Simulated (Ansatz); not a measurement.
**BrH: ladder of methods at one geometry**

How do the methods compare on BrH, in result and in cost? The task is a ladder of methods at one geometry, for BrH.

Program: Ansatz 0.2.0 through its Python package. The levels of theory stand in the script. These are calculated values, not measurements.

### Step 1. Starting point

Bond lengths: H1–Br2 1.435 Å.

No structure file is read: the coordinates are typed or built in the script.

### Step 2. The code

File brh.py:

```python
from pathlib import Path

import ansatz as az
import numpy as np

geometry_ang = [
    ("H", (0.0, 0.0, 0.0)),
    ("Br", (0.0, 0.0, 1.435)),
]
mol = az.Crystal.molecule()
for symbol, xyz in geometry_ang:
    mol = mol.atom(symbol, xyz)

calc = (
    mol.calculation()
    .basis(gaussian="def2-SVP")
    .accuracy("medium")
)

print("functional    E (Ha)        dipole (D)   HOMO (eV)  LUMO (eV)")
for name in ["b3lyp", "blyp", "hse06", "lda", "hf", "revpbe"]:
    summary = calc.functional(name).forces().orbitals().run(runs_dir="runs").report
    lines = Path(summary["orbitals_path"]).read_text().splitlines()
    field_of = lambda key: [line.split("=")[1].strip() for line in lines if line.startswith(key)]
    orbitals = [(27.211386 * float(e), s, float(n)) for e, s, n in zip(field_of("Ene="), field_of("Spin="), field_of("Occup="))]
    homo = max(e for e, _, n in orbitals if n > 0.5)
    lumo = min(e for e, _, n in orbitals if n < 0.5)
    dipole = 4.803205 * np.linalg.norm(summary["charge_distribution"]["dipole_moment_e_ang"])
    print(f"{name:10s} {summary['free_energy_ev'] / 27.211386246:14.6f} {dipole:9.3f} {homo:11.3f} {lumo:10.3f}")
```

### Step 3. The input behind the calls

The package turns the script's settings into the engine's input (first run):

```yaml
crystal:
  periodic: [false, false, false]
  atoms:
    - { symbol: H, position_ang: [0.0, 0.0, 0.0] }
    - { symbol: Br, position_ang: [0.0, 0.0, 1.435] }
accuracy: medium
basis:
  gaussian:
    orbitals: def2-SVP
hamiltonian:
  xc: b3lyp
output:
  orbitals: {}
  forces: true
```

### Step 4. Running it

Launch:

```console
$ python brh.py
```

The log of the run:

```text
functional    E (Ha)        dipole (D)   HOMO (eV)  LUMO (eV)
b3lyp        -2574.472999     1.014      -8.177     -0.244
blyp         -2574.464346     0.955      -6.882     -0.858
hse06        -2574.148824     1.086      -8.114     -0.341
lda          -2570.863282     1.106      -7.203     -1.025
hf           -2572.684628     1.135     -11.662      3.537
revpbe       -2574.223961     1.004      -7.088     -0.890
```

Run time: 3.2 s. Hardware: 1 thread of Arm Neoverse V1, shared host; peak memory 0.15 GiB.

### Step 5. What changed from run to run

The engine's inputs for some of the other runs:

Run 3, against run 1:

```diff
@@ -11 +11 @@
-  xc: b3lyp
+  xc: hse06
```

Run 4, against run 1:

```diff
@@ -11 +11 @@
-  xc: b3lyp
+  xc: lda
```

Run 6, against run 1:

```diff
@@ -11 +11 @@
-  xc: b3lyp
+  xc: revpbe
```

### Step 6. The engine's runs

From the records of these 6 runs:

| run | functional | energy (eV) | SCF cycles | CPU time (s) |
| --- | --- | --- | --- | --- |
| 1 | b3lyp | -70054.9791 | 13 | 0.57 |
| 2 | blyp | -70054.7437 | 12 | 0.38 |
| 3 | hse06 | -70046.1579 | 12 | 0.67 |
| 4 | lda | -69956.7538 | 14 | 0.28 |
| 5 | hf | -70006.3151 | 12 | 0.24 |
| 6 | revpbe | -70048.2025 | 12 | 0.38 |

Totals under unlike functionals or potentials can't be compared directly.

The fields below are those of run 1.

### Step 7. Orbitals and fields

Orbitals, density, ELF and potential are computed afterwards from the orbital file.

Frontier orbitals at B3LYP/def2-SVP, with the share of their density that lies nearest to each atom:

| orbital | energy (eV) | lies on |
| --- | --- | --- |
| HOMO | -8.18 | Br2 89 %; H1 11 % |
| LUMO | -0.24 | H1 59 %; Br2 41 % |

ELF in a plane through or near 2 of the atoms.

Ten even steps from '0' (0.00) to '9' (1.00):
```
0000000000000000000000000000
0000000000000001111100000000
0000000000000123444331000000
0000000000001345666553100000
0000000000001356777654210000
0000000112122467888775220000
0000002566554668888886320000
0000016899987664336776320000
0000038999999642442566320000
0000148999999535464356320000
0000148999999535354356320000
0000038999999643653566320000
0000015899887664335776320000
0000002556554667888876320000
0000000112122467888775220000
0000000000001356777654210000
0000000000001345666553100000
0000000000000123444321000000
0000000000000001111100000000
0000000000000000000000000000
```
The map spans 6.6 Å across and 5.2 Å up, centred on the molecule. Atoms in the plane (x, y in Å): H1 (-0.7, 0.0), Br2 (0.7, 0.0).

On the surface of density 0.002 e/bohr³ the electrostatic potential runs, from the 1st to the 99th percentile, from -0.47 V near Br2 to 1.84 V near H1.

### Step 8. Outcome

| quantity | value |
| --- | --- |
| runs compared | 6 |
| HOMO-LUMO gap of the mean field (B3LYP/def2-SVP) | 7.93 eV |

All 6 runs converged (12 to 14 cycles). The geometry is a force-field or estimated start, not a minimum of this method, and the basis set is short of its limit. A lower total doesn't mark the better method: functionals have no common bound, and MP2 and coupled cluster aren't variational. b3lyp holds the VWN-RPA fit, as in Gaussian; the form of ORCA and Turbomole is b3lyp5. Levels such as HOMO and LUMO are orbital energies: with these approximate functionals they aren't the ionisation energy and electron affinity, and their gap isn't the fundamental gap. hse06 follows the composition of plane-wave codes, whose totals differ by tens of mHa, up to about 0.1 Ha, from the form usual in Gaussian-basis programs (wpbeh).
